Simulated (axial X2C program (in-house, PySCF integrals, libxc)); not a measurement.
**Linear HWH at several levels**

The task here is to estimate one member of a computed series from the others.

Program: an in-house X2C program for linear molecules on PySCF integrals. Level of theory: all-electron X2C, two-component (2c) or spin-free, H dyall-v3z, W dyall-v3z. These are calculated values, not measurements.

All values are calculated.

2 further runs of the same task are left out: 2 set aside as unsound or not needed.

Set-up of the first run:

Contents of task.json:

```json
{"zs": [1, 74, 1], "q": 0, "bas": ["dyall-v3z", "dyall-v3z", "dyall-v3z"], "r0": [1.69, 1.69], "symm": 1, "scan": ["PBE0", "HF", "PBE"], "levels": ["PBE0", "HF", "BHandHLYP"], "nst": 2}
```

Keys: zs atomic numbers; q charge; bas basis sets; r0 starting distance in Å; symm equal bonds; scan levels of the two-bond scan (MP2 follows by itself at each HF point); levels methods; nst determinants followed.

Started as:

```
python solin.py task.json out
```

Masses H 1.008, W 183.951, H 1.008 u.

Steps of the session up to this table: Scan at PBE0, 2c; Scan at HF, 2c; Scan at PBE, 2c.

One of the session's tables, all rows but one given; the rest of the session is left out.

| level | r(H–W) (Å) | r(W–H) (Å) | lower stretch (cm⁻¹) | upper stretch (cm⁻¹) |
| --- | --- | --- | --- | --- |
| PBE0, 2c | 1.822 | 1.822 | 1605.6 | 1817.3 |
| HF, 2c | 1.845 | 1.845 | 1611.3 | 1819.0 |
| PBE, 2c | ? | ? | ? | ? |
| MP2, 2c | 1.824 | 1.824 | 1646.0 | 1857.3 |
| PBE0, spin-free | 1.823 | 1.823 | 1601.7 | 1821.7 |
| HF, spin-free | 1.846 | 1.846 | 1607.3 | 1822.5 |
| PBE, spin-free | 1.830 | 1.830 | 1559.8 | 1782.5 |
| MP2, spin-free | 1.825 | 1.825 | 1643.0 | 1862.0 |

**Question.** Estimate the row for PBE, 2c.

The run gave: r(H–W) (Å): 1.828; r(W–H) (Å): 1.828; lower stretch (cm⁻¹): 1563.7; upper stretch (cm⁻¹): 1778.0. In the column «r(H–W) (Å)» it lies between MP2, spin-free (1.825) and PBE, spin-free (1.830).

Scans not shown above were run alike.

Caveats from the session: The molecule was held linear; bending was not examined, so a bent shape may lie lower. Note: functional without a current term on a determinant with orbital currents, of the molecule or an atom.
